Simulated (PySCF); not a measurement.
# SbBr (triplet) at other levels of theory

What do other methods print for SbBr (triplet)?

Method: method and basis as typed in the scripts; program: PySCF 2.14.0.

6 further runs of the same task are left out: 2 for a known fault of the program, 4 that didn't finish.

## Step 1: The system as given

SbBr (triplet): 2 atoms, charge 0, spin multiplicity 3.

Bond lengths: Sb1–Br2 2.356 Å.

## Step 2: The base run

File input.py:

```python
from pyscf import gto, scf, mp

mol = gto.M(
    atom='Sb 0 0 0; Br 0 0 2.356',
    basis='sbkjc',
    ecp={'Sb': 'sbkjc', 'Br': 'sbkjc'},
    charge=0,
    spin=2,
    verbose=3,
)
mf = scf.UHF(mol)
mf.kernel()
mp.MP2(mf).kernel()
mf.dip_moment()
print('orbital energies (hartree):', [e[max(0, n-3):n+3].round(4) for e, n in zip(mf.mo_energy, mol.nelec)])
```

Command:

```console
> OMP_NUM_THREADS=1 python input.py
```

## Step 3: Wb97 (UKS)

Run 1 changes functional: none (Hartree–Fock) → wb97; SCF type: UHF → UKS; step after the SCF: mp2 → analyze.

input.py: that of step 2 with these lines changed.

```diff
@@ -1,2 +1,2 @@
-from pyscf import gto, scf, mp
+from pyscf import gto, dft
 
@@ -10,5 +10,5 @@
 )
-mf = scf.UHF(mol)
+mf = dft.UKS(mol, xc='wb97')
 mf.kernel()
-mp.MP2(mf).kernel()
+mf.mulliken_pop()
 mf.dip_moment()
```

## Step 4: TDHF

Run 2 changes step after the SCF: mp2 → tddft; number of roots: none → 5.

input.py: that of step 2 with these lines changed.

```diff
@@ -1,2 +1,2 @@
-from pyscf import gto, scf, mp
+from pyscf import gto, scf, tdscf
 
@@ -12,3 +12,6 @@
 mf.kernel()
-mp.MP2(mf).kernel()
+td = tdscf.TDHF(mf)
+td.nstates = 5
+td.kernel()
+td.analyze(verbose=3)
 mf.dip_moment()
```

## Step 5: ROHF

Run 3 changes SCF type: UHF → ROHF.

File input.py:

```python
from pyscf import gto, scf, mp

mol = gto.M(
    atom='Sb 0 0 0; Br 0 0 2.356',
    basis='sbkjc',
    ecp={'Sb': 'sbkjc', 'Br': 'sbkjc'},
    charge=0,
    spin=2,
    verbose=3,
)
mf = scf.ROHF(mol)
mf.kernel()
mp.MP2(mf).kernel()
mf.dip_moment()
print('orbital energies (hartree):', mf.mo_energy[..., max(0, mol.nelec[1]-3):mol.nelec[0]+3].round(4))
```

## Step 6: Gradient

Run 4 changes step after the SCF: mp2 → gradient.

input.py: that of step 2 with these lines changed.

```diff
@@ -1,2 +1,2 @@
-from pyscf import gto, scf, mp
+from pyscf import gto, scf
 
@@ -12,3 +12,3 @@
 mf.kernel()
-mp.MP2(mf).kernel()
+mf.nuc_grad_method().kernel()
 mf.dip_moment()
```

## Step 7: R2scan (UKS)

Run 5 changes functional: none (Hartree–Fock) → r2scan; SCF type: UHF → UKS; step after the SCF: mp2 → analyze.

input.py: that of step 2 with these lines changed.

```diff
@@ -1,2 +1,2 @@
-from pyscf import gto, scf, mp
+from pyscf import gto, dft
 
@@ -10,5 +10,5 @@
 )
-mf = scf.UHF(mol)
+mf = dft.UKS(mol, xc='r2scan')
 mf.kernel()
-mp.MP2(mf).kernel()
+mf.mulliken_pop()
 mf.dip_moment()
```

Before running it: what results should come out? Wanted: for each run, E(SCF); from base; SCF dipole; after the SCF.

As calculated:

```csv
run,E(SCF) (hartree),from base (eV),SCF dipole (D),after the SCF
base,-18.438999,0,2.53,MP2 correlation -1.035 eV
wb97 (UKS),-18.782908,not comparable,2.06,n/a
TDHF,-18.438999,0.0000,2.53,lowest root found 3.65 eV
ROHF,-18.437279,+0.0468,2.60,MP2 correlation -1.048 eV
gradient,-18.438999,0.0000,2.53,n/a
r2scan (UKS),-18.827521,not comparable,1.53,n/a
```

What this shows: A lower total energy from another functional means nothing by itself.
